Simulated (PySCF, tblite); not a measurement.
**C8H9N: a rotation path, then NMR shifts on frames, part 1 of 2**

Aim: move C8H9N (`C=CC(=C)C(=C)CC#N`) away from its starting geometry and see how NMR shifts follow the geometry.

The runs use tblite 0.8.0 and PySCF 2.14.0, with density-fitted response routines of our own; the level of theory stands in each step. All values are computed, except where a source is named. Atoms are numbered from 0 throughout.

## (1) The molecule as given

18 atoms, charge 0, multiplicity 1; geometry from: GFN2-xTB.

Bonds of the start (Å): C0–C1 1.33, C1–C2 1.46, C2–C3 1.33, C2–C4 1.48, C4–C5 1.32, C4–C6 1.51, C6–C7 1.44, C7–N8 1.14, C0–H9 1.08, C0–H10 1.08, C1–H11 1.08, C3–H12 1.08, C3–H13 1.08, C5–H14 1.08, C5–H15 1.08, C6–H16 1.09, C6–H17 1.09.

## (2) A band between two rotamers with GFN2-xTB

Job settings and geometry (Å):

```
{"job": {"kind": "neb", "xc": "GFN2-xTB", "basis": "xTB", "atoms": [1, 2, 4, 6], "turn": 180}, "charge": 0, "multiplicity": 1}
C     -1.676032    -0.362243    -1.599147
C     -1.634730     0.483949    -0.577347
C     -0.581960     0.544710     0.428919
C     -0.557263     1.523837     1.335133
C      0.468863    -0.501038     0.420684
C      0.201580    -1.778815     0.640690
C      1.869887    -0.017470     0.120092
C      1.943570     0.381117    -1.264610
N      1.981498     0.682070    -2.366406
H     -0.907987    -1.098685    -1.766799
H     -2.481616    -0.339581    -2.312637
H     -2.416194     1.223075    -0.456150
H      0.205497     1.586106     2.093332
H     -1.314805     2.288555     1.358321
H      0.969224    -2.535019     0.635480
H     -0.800111    -2.113580     0.848916
H      2.119707     0.849028     0.739292
H      2.602111    -0.809699     0.296983
```

Level: GFN2-xTB climbing-image nudged elastic band, gas phase.

On the command line:

```sh
> OMP_NUM_THREADS=1 python probes_run.py task.json out
```

One launch serves the whole session: the jobs run in the order shown.

Output:

```text
image   E - E0 / eV
  0       0.0000
  1       0.0287
  2       0.1119
  3       0.2492
  4       0.1416
  5       0.0337
  6       0.0142
  7       0.0050
  8      -0.0008
```

Wall time 4.5 s (1 thread of Intel Xeon 6975P-C, shared host); peak memory 0.19 GiB.

The final band, with the dihedral C1–C2–C4–C6:

```
image  dihedral (°)  energy (eV)  energy (kcal/mol)
    0           115        0.000                0.0
    1           139        0.029                0.7
    2           163        0.112                2.6
    3           186        0.249                5.7
    4           202        0.142                3.3
    5           226        0.034                0.8
    6           249        0.014                0.3
    7           271        0.005                0.1
    8           294       -0.001                0.0
```

## (3) Nuclear shieldings: image 0, PBE0/pcSseg-1

Job settings and geometry (Å):

```
{"job": {"kind": "nmr", "xc": "PBE0", "basis": "pcSseg-1", "pop": false}, "charge": 0, "multiplicity": 1}
C     -1.676000    -0.362200    -1.599100
C     -1.634700     0.483900    -0.577300
C     -0.582000     0.544700     0.428900
C     -0.557300     1.523800     1.335100
C      0.468900    -0.501000     0.420700
C      0.201600    -1.778800     0.640700
C      1.869900    -0.017500     0.120100
C      1.943600     0.381100    -1.264600
N      1.981500     0.682100    -2.366400
H     -0.908000    -1.098700    -1.766800
H     -2.481600    -0.339600    -2.312600
H     -2.416200     1.223100    -0.456200
H      0.205500     1.586100     2.093300
H     -1.314800     2.288600     1.358300
H      0.969200    -2.535000     0.635500
H     -0.800100    -2.113600     0.848900
H      2.119700     0.849000     0.739300
H      2.602100    -0.809700     0.297000
```

Method: GIAO PBE0/pcSseg-1 NMR shielding, non-relativistic, gas phase.

Output:

```text
coarse grid: 15336 points
cycle   1  E = -364.3160209684  dE =  1.272e+00  |g| = 5.334e-01  |ddm| = 4.001e+00
cycle   2  E = -364.1758580331  dE =  1.402e-01  |g| = 9.731e-01  |ddm| = 1.259e+00
cycle   3  E = -364.3822628410  dE = -2.064e-01  |g| = 1.919e-01  |ddm| = 8.191e-01
cycle   4  E = -364.3908256166  dE = -8.563e-03  |g| = 3.220e-02  |ddm| = 1.755e-01
cycle   5  E = -364.3910466297  dE = -2.210e-04  |g| = 1.134e-02  |ddm| = 4.225e-02
cycle   6  E = -364.3910751966  dE = -2.857e-05  |g| = 4.027e-03  |ddm| = 1.352e-02
cycle   7  E = -364.3910792156  dE = -4.019e-06  |g| = 7.968e-04  |ddm| = 3.862e-03
final grid: 149008 points
cycle   8  E = -364.4460106198  dE = -5.787e-05  |g| = 7.681e-03  |ddm| = 5.211e-02
cycle   9  E = -364.4460120140  dE = -1.394e-06  |g| = 7.347e-03  |ddm| = 1.548e-02
cycle  10  E = -364.4460263058  dE = -1.429e-05  |g| = 1.365e-03  |ddm| = 8.066e-03
cycle  11  E = -364.4460267105  dE = -4.047e-07  |g| = 4.389e-04  |ddm| = 1.402e-03
cycle  12  E = -364.4460267466  dE = -3.609e-08  |g| = 1.782e-04  |ddm| = 3.767e-04
cycle  13  E = -364.4460267532  dE = -6.590e-09  |g| = 5.345e-05  |ddm| = 1.513e-04
cycle  14  E = -364.4460267538  dE = -6.364e-10  |g| = 1.253e-05  |ddm| = 5.662e-05
converged SCF energy = -364.4460267538

GIAO shielding tensors (ppm)
atom      isotropic    diamagn.    paramagn.     s11        s22        s33       span
  0 C       59.016     257.947    -198.932    -50.901     57.066    170.882    221.783
  1 C       40.762     253.222    -212.461    -71.262     47.736    145.811    217.072
  2 C       29.825     259.466    -229.641    -81.563     26.937    144.101    225.664
  3 C       64.279     253.124    -188.845    -34.063     70.117    156.783    190.846
  4 C       40.345     261.738    -221.393    -80.447     54.756    146.725    227.172
  5 C       59.779     253.354    -193.575    -47.813     71.873    155.277    203.090
  6 C      156.389     248.208     -91.819    142.978    149.614    176.573     33.595
  7 C       65.590     261.711    -196.121    -48.571    -46.029    291.370    339.941
  8 N      -34.798     340.259    -375.058   -207.717   -189.522    292.844    500.561
  9 H       25.611      34.760      -9.149     22.676     24.590     29.568      6.893
 10 H       25.932      29.436      -3.504     24.216     25.180     28.399      4.183
 11 H       24.909      32.166      -7.257     23.167     23.737     27.822      4.655
 12 H       26.439      31.975      -5.536     22.967     25.464     30.887      7.920
 13 H       26.182      31.463      -5.281     23.453     25.472     29.620      6.167
 14 H       25.942      31.378      -5.436     22.409     25.611     29.804      7.395
 15 H       26.363      32.356      -5.993     22.752     25.372     30.966      8.215
 16 H       28.495      29.280      -0.786     25.050     27.246     33.188      8.138
 17 H       28.611      29.005      -0.394     25.102     27.422     33.309      8.207
```

It took 28 s on 1 thread of Intel Xeon 6975P-C, shared host; peak memory 1 GiB.

The references, computed at this level on geometries of the same kind, shield at (ppm): ¹H TMS 31.72, ¹³C TMS 186.9, ¹⁵N NH3 267.7. Their shielding less the atom's gives the shift. The references are single molecules in the gas phase, so shifts against H2O, NH3, PH3, H3PO4 or CFCl3 are not on the usual liquid scales and can be off by tens of ppm. Each atom is listed at this fixed geometry, with no averaging over motion; a spectrum would average atoms that exchange fast.

```
atoms                         environment  σ (ppm)  δ (ppm)
   C2     fully substituted alkene carbon     29.8    157.1
   C4     fully substituted alkene carbon     40.3    146.6
   C1                           alkene CH     40.8    146.2
   C0                terminal =CH2 carbon     59.0    127.9
   C5                terminal =CH2 carbon     59.8    127.1
   C3                terminal =CH2 carbon     64.3    122.6
   C7                      nitrile carbon     65.6    121.3
   C6                     allylic sp3 CH2    156.4     30.5
  H11            hydrogen on an alkene CH    24.91     6.81
   H9  hydrogen on a terminal =CH2 carbon    25.61     6.11
  H10  hydrogen on a terminal =CH2 carbon    25.93     5.79
  H14  hydrogen on a terminal =CH2 carbon    25.94     5.78
  H13  hydrogen on a terminal =CH2 carbon    26.18     5.54
  H15  hydrogen on a terminal =CH2 carbon    26.36     5.35
  H12  hydrogen on a terminal =CH2 carbon    26.44     5.28
  H16      hydrogen on an allylic sp3 CH2    28.49     3.22
  H17      hydrogen on an allylic sp3 CH2    28.61     3.11
   N8                    nitrile nitrogen    -34.8    302.5
```

The fields below are evaluated on a grid from the run's orbitals.

Frontier orbitals at PBE0/pcSseg-1, with the share of their density that lies nearest to each atom:

```
orbital  energy (eV)                                         lies on
   HOMO        -6.89  C0, C3 about 24 % each; C1, C2 about 13 % each
   LUMO        -1.12         C3 23 %; C0, C2 about 17 % each; C1 9 %
```

ELF in a plane through or near 8 of the atoms.

Ten even steps from '0' (0.00) to '9' (1.00):
```
0000000000000000000000000000
0000000000000000000000000000
0000000000000000010000000000
0000000000035311598400000000
0000000000399865999920000000
0000000000089965999800000000
0000001783004641554000000000
0000002898400588510599920000
0000001688522542554999950000
0000278852686875941799820000
0000899995785542443541000000
0000699973235310366642100000
0000168620012104852288830000
0000000000000029997799970000
0000000000000039995268830000
0000000000000004630000000000
0000000000000000000000000000
0000000000000000000000000000
0000000000000000000000000000
0000000000000000000000000000
```
The map spans 10.8 Å across and 10.6 Å up, centred on the molecule. Atoms in the plane (x, y in Å): C0 (1.9, -1.3), C1 (1.8, 0.0), C2 (0.5, 0.8), C3 (0.5, 2.1), H9 (1.0, -1.9), H11 (2.6, 0.7), H13 (1.4, 2.7), H17 (-2.7, -0.4).

log10 of the density (e/Å³) in the same plane.

Values, 10 rows by 14 columns:
```
-4.0 -4.0 -4.0 -4.0 -4.0 -4.0 -4.0 -4.0 -4.0 -4.0 -4.0 -4.0 -4.0 -4.0
-4.0 -4.0 -4.0 -4.0 -4.0 -3.2 -2.5 -2.3 -2.2 -2.4 -3.3 -4.0 -4.0 -4.0
-4.0 -4.0 -4.0 -3.9 -3.0 -1.9 -0.8 -0.6 -0.3 -0.7 -2.1 -3.4 -4.0 -4.0
-4.0 -4.0 -3.2 -2.2 -1.3 -1.4 -0.6  0.2  0.1 -0.8 -1.7 -2.3 -3.5 -4.0
-4.0 -3.8 -2.3 -1.3 -0.2 -0.3 -0.5  0.2  0.1 -0.2 -0.1 -1.1 -2.7 -4.0
-4.0 -3.4 -1.6 -0.2  0.2  0.1 -0.1 -0.5 -0.2  0.5 -0.4 -1.5 -2.8 -4.0
-4.0 -3.8 -2.3 -1.4 -1.2 -1.3 -1.1 -1.2 -0.2  0.8 -0.1 -1.0 -2.5 -3.9
-4.0 -4.0 -4.0 -3.5 -3.0 -2.6 -2.3 -1.6 -0.6 -0.8 -1.0 -1.5 -2.9 -4.0
-4.0 -4.0 -4.0 -4.0 -4.0 -4.0 -4.0 -3.4 -2.9 -2.9 -3.1 -3.5 -4.0 -4.0
-4.0 -4.0 -4.0 -4.0 -4.0 -4.0 -4.0 -4.0 -4.0 -4.0 -4.0 -4.0 -4.0 -4.0
```
The map spans 10.8 Å across and 10.6 Å up, centred on the molecule. Atoms in the plane (x, y in Å): C0 (1.9, -1.3), C1 (1.8, 0.0), C2 (0.5, 0.8), C3 (0.5, 2.1), H9 (1.0, -1.9), H11 (2.6, 0.7), H13 (1.4, 2.7), H17 (-2.7, -0.4).

On the surface of density 0.002 e/bohr³ the electrostatic potential runs, from the 1st to the 99th percentile, from -1.86 V near N8 to 1.33 V near H17.

## (4) NMR shieldings: image 1, PBE0/pcSseg-1

Job settings and geometry (Å):

```
{"job": {"kind": "nmr", "xc": "PBE0", "basis": "pcSseg-1", "pop": false}, "charge": 0, "multiplicity": 1}
C     -1.960600    -0.534800    -1.432200
C     -1.756200     0.376700    -0.490100
C     -0.552600     0.548200     0.321400
C     -0.416600     1.664500     1.045200
C      0.479100    -0.508400     0.332200
C      0.188800    -1.802500     0.382900
C      1.920900    -0.048900     0.290900
C      2.199800     0.596100    -0.967800
N      2.412400     1.096900    -1.972700
H     -1.222900    -1.271700    -1.699300
H     -2.885700    -0.565300    -1.982300
H     -2.525300     1.113700    -0.295300
H      0.432100     1.858900     1.677800
H     -1.174900     2.428600     1.036400
H      0.958400    -2.557000     0.383600
H     -0.825500    -2.154900     0.446200
H      2.122700     0.666300     1.092900
H      2.597400    -0.900000     0.405000
```

With the program's defaults for keys left out, this is: GIAO PBE0/pcSseg-1 NMR shielding, non-relativistic, gas phase.

Output:

```text
coarse grid: 15336 points
cycle   1  E = -364.3162215916  dE =  1.276e+00  |g| = 5.311e-01  |ddm| = 4.016e+00
cycle   2  E = -364.1776602127  dE =  1.386e-01  |g| = 9.685e-01  |ddm| = 1.257e+00
cycle   3  E = -364.3820570192  dE = -2.044e-01  |g| = 1.897e-01  |ddm| = 8.177e-01
cycle   4  E = -364.3904196799  dE = -8.363e-03  |g| = 3.148e-02  |ddm| = 1.753e-01
cycle   5  E = -364.3906433388  dE = -2.237e-04  |g| = 8.375e-03  |ddm| = 3.987e-02
cycle   6  E = -364.3906580277  dE = -1.469e-05  |g| = 3.496e-03  |ddm| = 1.091e-02
cycle   7  E = -364.3906609358  dE = -2.908e-06  |g| = 8.422e-04  |ddm| = 3.508e-03
final grid: 149008 points
cycle   8  E = -364.4460034296  dE = -5.932e-05  |g| = 7.802e-03  |ddm| = 4.897e-02
cycle   9  E = -364.4460050279  dE = -1.598e-06  |g| = 7.410e-03  |ddm| = 1.544e-02
cycle  10  E = -364.4460194476  dE = -1.442e-05  |g| = 1.366e-03  |ddm| = 8.237e-03
cycle  11  E = -364.4460198643  dE = -4.168e-07  |g| = 4.184e-04  |ddm| = 1.464e-03
cycle  12  E = -364.4460198974  dE = -3.305e-08  |g| = 1.827e-04  |ddm| = 3.737e-04
cycle  13  E = -364.4460199040  dE = -6.656e-09  |g| = 5.485e-05  |ddm| = 1.443e-04
cycle  14  E = -364.4460199047  dE = -6.692e-10  |g| = 1.091e-05  |ddm| = 5.745e-05
converged SCF energy = -364.4460199047

GIAO shielding tensors (ppm)
atom      isotropic    diamagn.    paramagn.     s11        s22        s33       span
  0 C       60.728     257.752    -197.023    -50.344     59.751    172.778    223.121
  1 C       41.045     253.924    -212.879    -73.012     52.704    143.443    216.455
  2 C       34.048     258.131    -224.084    -76.088     29.344    148.887    224.975
  3 C       62.979     254.153    -191.174    -35.361     66.563    157.736    193.098
  4 C       42.757     260.916    -218.159    -76.879     56.912    148.239    225.117
  5 C       59.104     254.330    -195.226    -48.064     69.498    155.880    203.944
  6 C      159.212     248.510     -89.298    144.498    156.148    176.989     32.491
  7 C       65.375     261.292    -195.917    -49.062    -46.341    291.529    340.591
  8 N      -31.490     340.286    -371.776   -205.485   -190.483    301.498    506.982
  9 H       25.682      34.376      -8.694     22.614     24.514     29.916      7.302
 10 H       25.960      29.089      -3.130     23.929     25.290     28.660      4.731
 11 H       24.928      31.913      -6.984     23.062     23.375     28.348      5.286
 12 H       26.291      32.663      -6.372     22.801     25.477     30.594      7.794
 13 H       26.087      31.582      -5.495     23.229     25.572     29.460      6.231
 14 H       25.913      31.453      -5.541     22.394     25.467     29.877      7.484
 15 H       26.041      33.001      -6.959     22.637     25.279     30.207      7.571
 16 H       28.307      29.523      -1.216     25.136     26.743     33.042      7.906
 17 H       28.704      28.908      -0.204     24.974     27.599     33.540      8.566
```

Wall time 22 s (1 thread of Intel Xeon 6975P-C, shared host); peak memory 0.89 GiB.

In short: δ C2 152.9, C1 145.9, C4 144.2, C5 127.8, H11 6.79, H9 6.04 ppm.

(Continued in part 2 of 2.)
